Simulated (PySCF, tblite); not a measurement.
# GaH7O2, a gas-phase cluster of small molecules: NMR shifts, interaction energy, spin-spin couplings and electronic excitations, part 3 of 3

tblite 0.8.0 and PySCF 2.14.0. Atoms count from 0, parts from 1. Earlier steps stand in the parts before.

## 7. Indirect couplings: B3LYP/pcSseg-1+pcJ-1

What the job is given:

```
{"job": {"kind": "j", "xc": "B3LYP", "basis": "pcJ-1"}, "charge": 0, "multiplicity": 1, "parts": [{"atoms": "0-3", "charge": 0, "multiplicity": 1}, {"atoms": "4-6", "charge": 0, "multiplicity": 1}, {"atoms": "7-9", "charge": 0, "multiplicity": 1}]}
Ga     0.191006    -0.064851     0.732247
H      0.022785     0.128405     2.284119
H      0.198683     1.135237    -0.285323
H      0.366707    -1.539120     0.164143
O      2.553430     0.127927     0.923069
H      2.903715    -0.663714     1.343566
H      2.913943     0.134095     0.030668
O     -2.162291    -0.270429     0.534804
H     -2.385436    -0.611334    -0.336996
H     -2.450489    -0.941283     1.162375
```

With the program's defaults for keys left out, this is: B3LYP/pcJ-1 Ga:pcSseg-1 indirect spin-spin coupling, non-relativistic, gas phase.

Log:

```text
coarse grid: 35080 points
cycle   1  E = -2079.1760847797  dE = -5.812e-01  |g| = 1.331e+00  |ddm| = 2.223e+00
cycle   2  E = -2078.9408341229  dE =  2.353e-01  |g| = 1.803e+00  |ddm| = 1.590e+00
cycle   3  E = -2079.3720340377  dE = -4.312e-01  |g| = 1.681e-01  |ddm| = 1.097e+00
cycle   4  E = -2079.3763603290  dE = -4.326e-03  |g| = 6.937e-02  |ddm| = 1.098e-01
cycle   5  E = -2079.3768186914  dE = -4.584e-04  |g| = 9.886e-03  |ddm| = 3.682e-02
cycle   6  E = -2079.3768347625  dE = -1.607e-05  |g| = 9.241e-04  |ddm| = 9.507e-03
cycle   7  E = -2079.3768349594  dE = -1.969e-07  |g| = 1.761e-04  |ddm| = 1.329e-03
final grid: 73312 points
cycle   8  E = -2079.3768375587  dE = -1.988e-08  |g| = 2.440e-04  |ddm| = 8.582e-04
cycle   9  E = -2079.3768375534  dE =  5.303e-09  |g| = 3.685e-04  |ddm| = 3.666e-04
cycle  10  E = -2079.3768375662  dE = -1.272e-08  |g| = 1.522e-05  |ddm| = 1.739e-04
cycle  11  E = -2079.3768375662  dE = -9.004e-11  |g| = 4.711e-06  |ddm| = 2.537e-05
converged SCF energy = -2079.3768375662

Indirect spin-spin couplings (Hz)
  i      j    bonds     total        FC       PSO       DSO        SD
  1 H    2 H    2     17.607    22.105     1.196    -5.694         -
  1 H    3 H    2     22.622    26.566     1.037    -4.981         -
  1 H    4 O   99     -8.968    -9.050     0.091    -0.004    -0.005
  1 H    5 H   99     -0.218    -0.276     0.270    -0.212         -
  1 H    6 H   99      1.300     2.353     1.793    -2.846         -
  1 H    7 O   99     -9.777    -9.834     0.067    -0.018     0.008
  1 H    8 H   99      1.879     2.820     1.853    -2.794         -
  2 H    3 H    2     22.478    26.401     1.030    -4.953         -
  2 H    4 O   99     -9.499    -9.554     0.065    -0.018     0.008
  2 H    5 H   99      1.762     2.695     1.831    -2.765         -
  2 H    6 H   99      0.157    -0.300    -0.245     0.701         -
  2 H    7 O   99     -9.100    -9.182     0.090    -0.004    -0.004
  2 H    8 H   99     -0.204    -0.284     0.249    -0.169         -
  2 H    9 H   99      1.392     2.447     1.809    -2.864         -
  3 H    4 O   99     -3.547    -3.645     0.088     0.013    -0.003
  3 H    5 H   99     -0.204    -0.621    -0.244     0.660         -
  3 H    6 H   99     -0.476    -0.620     0.103     0.041         -
  3 H    7 O   99     -3.528    -3.628     0.087     0.017    -0.004
  3 H    8 H   99     -0.246    -0.629    -0.201     0.584         -
  3 H    9 H   99     -0.484    -0.630     0.094     0.052         -
  4 O    5 H    1    -78.514   -66.599   -11.396    -0.265    -0.254
  4 O    6 H    1    -78.880   -66.984   -11.369    -0.268    -0.259
  4 O    7 O   99      3.452     3.500    -0.037    -0.035     0.024
  4 O    8 H   99      0.184     0.031    -0.061     0.226    -0.013
  4 O    9 H   99      0.221     0.057    -0.053     0.224    -0.007
  5 H    6 H    2     -7.899    -9.624     8.034    -6.310         -
  5 H    7 O   99      0.190     0.037    -0.060     0.226    -0.013
  5 H    8 H   99     -0.754    -0.002     0.751    -1.504         -
  5 H    9 H   99     -0.651     0.015     0.486    -1.152         -
  6 H    7 O   99      0.228     0.063    -0.053     0.224    -0.007
  6 H    8 H   99     -0.650     0.015     0.485    -1.151         -
  6 H    9 H   99     -0.836    -0.006     0.865    -1.695         -
  7 O    8 H    1    -78.701   -66.803   -11.379    -0.266    -0.253
  7 O    9 H    1    -78.962   -67.086   -11.353    -0.270    -0.253
  8 H    9 H    2     -7.905    -9.628     8.030    -6.307         -

== part 1 alone, relaxed ==
coarse grid: 14832 points
cycle   1  E = -1926.4121074345  dE = -6.899e-01  |g| = 1.007e+00  |ddm| = 1.679e+00
cycle   2  E = -1926.3673481760  dE =  4.476e-02  |g| = 1.187e+00  |ddm| = 8.908e-01
cycle   3  E = -1926.4817431710  dE = -1.144e-01  |g| = 6.181e-02  |ddm| = 5.547e-01
cycle   4  E = -1926.4820707913  dE = -3.276e-04  |g| = 2.377e-03  |ddm| = 2.624e-02
cycle   5  E = -1926.4820726840  dE = -1.893e-06  |g| = 6.864e-04  |ddm| = 3.803e-03
final grid: 29408 points
cycle   6  E = -1926.4820620582  dE =  1.324e-08  |g| = 1.069e-03  |ddm| = 1.449e-03
cycle   7  E = -1926.4820619552  dE =  1.029e-07  |g| = 1.612e-03  |ddm| = 1.331e-03
cycle   8  E = -1926.4820621729  dE = -2.177e-07  |g| = 4.722e-05  |ddm| = 6.706e-04
cycle   9  E = -1926.4820621734  dE = -5.366e-10  |g| = 6.074e-07  |ddm| = 6.186e-05
converged SCF energy = -1926.4820621734

Indirect spin-spin couplings (Hz)
  i      j    bonds     total        FC       PSO       DSO        SD
  1 H    2 H    2     42.800    47.083     1.397    -5.720     0.039
  1 H    3 H    2     42.797    47.080     1.396    -5.719     0.039
  2 H    3 H    2     42.801    47.085     1.397    -5.720     0.039

== part 2 alone, relaxed ==
coarse grid: 2328 points
cycle   1  E = -76.3259618317  dE =  1.318e-02  |g| = 7.132e-01  |ddm| = 9.769e-01
cycle   2  E = -76.2352259495  dE =  9.074e-02  |g| = 1.028e+00  |ddm| = 8.167e-01
cycle   3  E = -76.4127030901  dE = -1.775e-01  |g| = 2.629e-02  |ddm| = 4.964e-01
cycle   4  E = -76.4128103097  dE = -1.072e-04  |g| = 4.480e-03  |ddm| = 1.216e-02
cycle   5  E = -76.4128129058  dE = -2.596e-06  |g| = 3.966e-04  |ddm| = 1.733e-03
final grid: 21952 points
cycle   6  E = -76.4283542533  dE = -4.341e-05  |g| = 1.626e-03  |ddm| = 4.685e-03
cycle   7  E = -76.4283541942  dE =  5.919e-08  |g| = 1.302e-03  |ddm| = 1.051e-03
cycle   8  E = -76.4283544190  dE = -2.249e-07  |g| = 5.609e-04  |ddm| = 7.969e-04
cycle   9  E = -76.4283544657  dE = -4.672e-08  |g| = 6.021e-06  |ddm| = 2.349e-04
cycle  10  E = -76.4283544658  dE = -6.708e-12  |g| = 1.221e-06  |ddm| = 4.198e-06
converged SCF energy = -76.4283544658

Indirect spin-spin couplings (Hz)
  i      j    bonds     total        FC       PSO       DSO        SD
  0 O    1 H    1    -70.331   -56.726   -13.254    -0.065    -0.286
  0 O    2 H    1    -70.312   -56.707   -13.254    -0.065    -0.286
  1 H    2 H    2     -7.364    -9.740     8.752    -7.197     0.820

== part 3 alone, relaxed ==
coarse grid: 2328 points
cycle   1  E = -76.3259618317  dE =  1.318e-02  |g| = 7.132e-01  |ddm| = 9.769e-01
cycle   2  E = -76.2352259495  dE =  9.074e-02  |g| = 1.028e+00  |ddm| = 8.167e-01
cycle   3  E = -76.4127030901  dE = -1.775e-01  |g| = 2.629e-02  |ddm| = 4.964e-01
cycle   4  E = -76.4128103097  dE = -1.072e-04  |g| = 4.480e-03  |ddm| = 1.216e-02
cycle   5  E = -76.4128129058  dE = -2.596e-06  |g| = 3.966e-04  |ddm| = 1.733e-03
final grid: 21952 points
cycle   6  E = -76.4283542533  dE = -4.341e-05  |g| = 1.626e-03  |ddm| = 4.685e-03
cycle   7  E = -76.4283541942  dE =  5.919e-08  |g| = 1.302e-03  |ddm| = 1.051e-03
cycle   8  E = -76.4283544190  dE = -2.249e-07  |g| = 5.609e-04  |ddm| = 7.969e-04
cycle   9  E = -76.4283544657  dE = -4.672e-08  |g| = 6.021e-06  |ddm| = 2.349e-04
cycle  10  E = -76.4283544658  dE = -6.708e-12  |g| = 1.221e-06  |ddm| = 4.198e-06
converged SCF energy = -76.4283544658

Indirect spin-spin couplings (Hz)
  i      j    bonds     total        FC       PSO       DSO        SD
  0 O    1 H    1    -70.331   -56.726   -13.254    -0.065    -0.286
  0 O    2 H    1    -70.330   -56.725   -13.254    -0.065    -0.286
  1 H    2 H    2     -7.380    -9.756     8.752    -7.197     0.820
```

Wall time 21 s (1 thread of Arm Neoverse V1, shared host); peak memory 0.82 GiB.

Beyond four bonds or across contacts, the largest of 1 Hz or more: H1–O7 -9.8 Hz, H2–O4 -9.5 Hz, H2–O7 -9.1 Hz, H1–O4 -9.0 Hz.

Couplings of 1 Hz or more over one to four bonds, nine at most for each number, with means over like pairs (isotopes 1H, 17O):

```
 pair  bonds  J (Hz)  Fermi contact (Hz)
O4–H6      1   -78.9               -67.0
O4–H5      1   -78.6               -66.7
H1–H3      2    22.6                26.5
H1–H2      2    17.6                22.1
H5–H6      2    -7.9                -9.6
```

The spin-dipole term was solved for some atoms only; pairs without it lack that part.

The response was solved for the nuclei of H, O alone, so couplings that need other nuclei can be missing.

Quadrupole couplings from the field gradients of the same density:

```
atom  isotope  eQq/h (MHz)     η
 Ga0     69Ga        130.2  0.10
  O7      17O         10.5  0.79
  O4      17O         10.5  0.80
```

What binding changes (parts relaxed alone, same level, their own basis):

```
 pair  alone (Hz)  in the cluster  change (Hz)
H1–H2        42.8            17.6        -25.2
H2–H3        42.8            22.5        -20.3
H1–H3        42.8            22.6        -20.2
O7–H9       -70.3           -79.0         -8.6
O4–H6       -70.3           -78.9         -8.6
O7–H8       -70.3           -78.7         -8.4
```

## 8. Ultraviolet spectrum: CAM-B3LYP/def2-SVPD

What the job is given:

```
{"job": {"kind": "uv", "xc": "CAM-B3LYP", "basis": "def2-SVPD", "nstates": 6, "ntriplets": 2}, "charge": 0, "multiplicity": 1, "parts": [{"atoms": "0-3", "charge": 0, "multiplicity": 1}, {"atoms": "4-6", "charge": 0, "multiplicity": 1}, {"atoms": "7-9", "charge": 0, "multiplicity": 1}]}
Ga     0.191006    -0.064851     0.732247
H      0.022785     0.128405     2.284119
H      0.198683     1.135237    -0.285323
H      0.366707    -1.539120     0.164143
O      2.553430     0.127927     0.923069
H      2.903715    -0.663714     1.343566
H      2.913943     0.134095     0.030668
O     -2.162291    -0.270429     0.534804
H     -2.385436    -0.611334    -0.336996
H     -2.450489    -0.941283     1.162375
```

With the program's defaults for keys left out, this is: TDDFT CAM-B3LYP/def2-SVPD, vertical, gas phase, core orbitals frozen in the response.

Log:

```text
coarse grid: 35080 points
cycle   1  E = -2079.0975312498  dE = -6.595e-01  |g| = 8.570e-01  |ddm| = 2.807e+00
cycle   2  E = -2079.0499808477  dE =  4.755e-02  |g| = 1.034e+00  |ddm| = 1.684e+00
cycle   3  E = -2079.2217875680  dE = -1.718e-01  |g| = 5.987e-02  |ddm| = 9.064e-01
cycle   4  E = -2079.2224035802  dE = -6.160e-04  |g| = 2.398e-02  |ddm| = 7.381e-02
cycle   5  E = -2079.2224662643  dE = -6.268e-05  |g| = 7.514e-03  |ddm| = 1.757e-02
cycle   6  E = -2079.2224739845  dE = -7.720e-06  |g| = 7.295e-04  |ddm| = 1.159e-02
final grid: 73312 points
cycle   7  E = -2079.2224631293  dE = -8.701e-08  |g| = 7.645e-04  |ddm| = 3.106e-03
cycle   8  E = -2079.2224630931  dE =  3.611e-08  |g| = 9.436e-04  |ddm| = 1.485e-03
cycle   9  E = -2079.2224632197  dE = -1.266e-07  |g| = 2.476e-05  |ddm| = 6.765e-04
cycle  10  E = -2079.2224632199  dE = -1.919e-10  |g| = 1.761e-05  |ddm| = 4.197e-05
converged SCF energy = -2079.2224632199

Static polarisability (au): isotropic 53.223, principal 51.102 52.739 55.829

Singlet excitations
state   eV       nm        f      main configurations
  1   6.2334    198.9   0.00543   H->L 0.93
  2   6.5195    190.2   0.00272   H-1->L 0.88
  3   6.5586    189.0   0.03706   H->L+1 0.89
  4   6.8110    182.0   0.07698   H-1->L+1 0.94
  5   7.7560    159.9   0.02400   H->L+3 0.79, H-1->L+5 0.10
  6   7.9090    156.8   0.27951   H-2->L 0.73, H-3->L+1 0.15

Triplet excitations (Tamm-Dancoff, eV): 5.9810 6.2661

== part 1 alone, relaxed ==
coarse grid: 14832 points
cycle   1  E = -1926.4636208504  dE = -7.018e-01  |g| = 4.521e-01  |ddm| = 1.760e+00
cycle   2  E = -1926.4627902796  dE =  8.306e-04  |g| = 5.034e-01  |ddm| = 6.106e-01
cycle   3  E = -1926.4878539521  dE = -2.506e-02  |g| = 1.090e-02  |ddm| = 3.533e-01
cycle   4  E = -1926.4879052823  dE = -5.133e-05  |g| = 3.790e-03  |ddm| = 4.204e-02
cycle   5  E = -1926.4879090771  dE = -3.795e-06  |g| = 3.849e-04  |ddm| = 6.103e-03
final grid: 29408 points
cycle   6  E = -1926.4879014496  dE = -1.712e-08  |g| = 4.414e-04  |ddm| = 1.127e-03
cycle   7  E = -1926.4879014435  dE =  6.116e-09  |g| = 5.256e-04  |ddm| = 5.229e-04
cycle   8  E = -1926.4879014696  dE = -2.608e-08  |g| = 6.165e-06  |ddm| = 3.190e-04
cycle   9  E = -1926.4879014696  dE = -4.025e-11  |g| = 1.617e-06  |ddm| = 3.071e-05
converged SCF energy = -1926.4879014696

Static polarisability (au): isotropic 32.991, principal 25.866 36.554 36.555

Singlet excitations
state   eV       nm        f      main configurations
  1   5.1983    238.5   0.00000   H->L 0.99
  2   5.1986    238.5   0.00000   H-1->L 0.99
  3   8.0216    154.6   0.21582   H->L+1 0.94
  4   8.0219    154.6   0.21588   H-1->L+1 0.94
  5   8.6393    143.5   0.00000   H->L+4 0.48, H-1->L+3 0.48
  6   8.8829    139.6   0.00144   H->L+2 0.74, H-1->L+3 0.08, H->L+4 0.08

Triplet excitations (Tamm-Dancoff, eV): 4.7038 4.7041

== part 2 alone, relaxed ==
coarse grid: 2328 points
cycle   1  E = -76.2692703374  dE = -5.092e-02  |g| = 5.877e-01  |ddm| = 1.358e+00
cycle   2  E = -76.2300551241  dE =  3.922e-02  |g| = 7.635e-01  |ddm| = 7.557e-01
cycle   3  E = -76.3359703044  dE = -1.059e-01  |g| = 2.723e-02  |ddm| = 4.088e-01
cycle   4  E = -76.3361011290  dE = -1.308e-04  |g| = 3.153e-03  |ddm| = 1.904e-02
cycle   5  E = -76.3361035878  dE = -2.459e-06  |g| = 6.737e-04  |ddm| = 4.565e-03
final grid: 21952 points
cycle   6  E = -76.3523686904  dE = -7.334e-06  |g| = 6.599e-04  |ddm| = 7.352e-03
cycle   7  E = -76.3523687968  dE = -1.064e-07  |g| = 4.555e-04  |ddm| = 7.139e-04
cycle   8  E = -76.3523688295  dE = -3.270e-08  |g| = 2.001e-04  |ddm| = 3.694e-04
cycle   9  E = -76.3523688381  dE = -8.593e-09  |g| = 1.204e-05  |ddm| = 1.220e-04
cycle  10  E = -76.3523688382  dE = -8.890e-11  |g| = 2.359e-06  |ddm| = 1.879e-05
converged SCF energy = -76.3523688382

Static polarisability (au): isotropic 9.514, principal 9.080 9.445 10.018

Singlet excitations
state   eV       nm        f      main configurations
  1   7.5296    164.7   0.05284   H->L 0.99
  2   9.3566    132.5   0.00000   H->L+1 0.95
  3   9.6160    128.9   0.09704   H-1->L 0.96
  4  10.8307    114.5   0.00524   H->L+3 0.98
  5  11.2769    109.9   0.00127   H->L+2 0.90
  6  11.4798    108.0   0.01323   H-1->L+1 0.97

Triplet excitations (Tamm-Dancoff, eV): 7.0536 9.0547
```

Wall time 15 s (1 thread of Arm Neoverse V1, shared host); peak memory 0.64 GiB.

Frontier orbitals and where they lie:

```
orbital      eV                       atoms
 HOMO−3  -12.02            O7 42 %, O4 42 %
 HOMO−2  -10.75  O4 28 %, O7 28 %, Ga0 19 %
 HOMO−1   -8.89  Ga0 40 %, H1 27 %, H2 26 %
   HOMO   -8.72  Ga0 39 %, H3 35 %, H2 10 %
   LUMO    0.42  O7 23 %, Ga0 20 %, O4 14 %
 LUMO+1    0.46   Ga0 45 %, O4 18 %, O7 8 %
 LUMO+2    1.92   Ga0 52 %, O4 10 %, O7 9 %
```

With each of the 6 states as a Gaussian band of 0.4 eV half-width at 1/e, the curve within the window shown has maxima at 184 nm (ε 4,400), 157 nm (ε 12,000) L/(mol cm). Beyond the last state computed it falls off for lack of states. The curve at chosen wavelengths:

```csv
nm,ε (L/mol/cm)
151,6718
154,10579
157,12167
159,11420
162,8429
165,5059
168,2788
170,2089
173,2048
176,2740
179,3611
181,4069
184,4373
187,4174
190,3594
192,3094
195,2317
198,1623
201,1075
203,795
206,489
209,290
212,166
214,113
217,61
220,32
```

Ground-state properties from the same run:

```
           property  computed
  dipole moment (D)      2.85
polarisability (Å³)      7.89
 HOMO–LUMO gap (eV)      9.14
      −ε(HOMO) (eV)      8.72
```

What binding changes (parts relaxed alone, same level, their own basis):

```
part  S1 alone (eV)      f  α alone (Å³)
   1           5.20  0.000          4.89
   2           7.53  0.053          1.41
   3           7.53  0.053          1.41
```

## 9. Side by side

Energies in kcal/mol, with wall time:

```
                    run  counterpoise  BSSE  electrostatic  Pauli  orbital  dispersion  time
wB97M-D3(BJ)/def2-TZVPD        -19.04  0.44         -43.87  43.86   -17.23       -2.24  78 s
 PBE0-D3(BJ)/def2-TZVPD        -19.76  0.46         -42.27  41.78   -18.07       -1.65  21 s
```

## 10. Results

What follows sums up all 3 parts.

| quantity | value |
| --- | --- |
| binding energy (GFN2-xTB) | -49.96 kcal/mol |
| point group | C2 |
| rotational constants (main isotopes) | 46.48, 2.36, 2.35 GHz |
| shieldings of H, Ga, O (PBE0/pcSseg-2, a mean where the table joins atoms) | H3 26.7, H1 26.7, H6 30.0, H5 30.1, Ga0 1528.7, O4 307.5 ppm |
| largest proton shift on binding | H2, -1.81 ppm |
| interaction energy, counterpoise (wB97M-D3(BJ)/def2-TZVPD) | -19.04 kcal/mol |
| superposition error | 0.44 kcal/mol |
| binding energy (with deformation) | -18.79 kcal/mol |
| largest coupling of the table (B3LYP/pcSseg-1+pcJ-1) | 1J(O,H) O4–H6, -78.9 Hz (mean over like pairs) |
| lowest singlet (CAM-B3LYP/def2-SVPD) | 6.23 eV (199 nm), f = 0.005 |
| brightest single state of those computed | state 6, 7.91 eV, f = 0.280 |
| lowest triplet | 5.98 eV |
| range of the interaction energy over the runs of this table | -19.76 to -19.04 kcal/mol |

At its xTB geometry the search ends with the contact Ga0···O7 (coordination, 2.20 Å); 6 starts can't prove it the lowest minimum. Further contacts there: Ga0···O4 (coordination, 2.20 Å). A later relaxation moves these distances. The start of the PBE0/def2-SVPD relaxation was shaken at random by about 0.01 Å, so part of the energy gained, and of the first lengths quoted, undoes that. Over 11 steps the energy fell by 0.207 eV; of the close pairs, Ga0–O4 changed most, 2.179 to 2.378 Å. Hydrogens of an XH3 group are listed apart at this fixed geometry; free rotation makes them one line at their mean. At PBE0/pcSseg-2: The widest tensor belongs to O4, O7: span 54 ppm, with a paramagnetic part of -78 ppm. On binding (GIAO PBE0/pcSseg-2 NMR shielding, non-relativistic, gas phase), H2 moves most among the protons, 1.81 ppm upfield. Tight binding gave -49.96 kcal/mol, far from this level. The lowest singlet, at 6.23 eV, is HOMO→LUMO 0.93 and is weak; of the 6 states computed, the strongest absorption comes from state 6 at 7.91 eV (the last computed, so partners may be missing). The lowest triplet lies 0.25 eV below the lowest singlet (triplets in Tamm-Dancoff, singlets in full TDDFT). The interaction energy runs from -19.76 (PBE0-D3(BJ)/def2-TZVPD) to -19.04 kcal/mol (wB97M-D3(BJ)/def2-TZVPD). Spin-orbit coupling is left out, which matters for shieldings and couplings at and beside the heavy atoms.
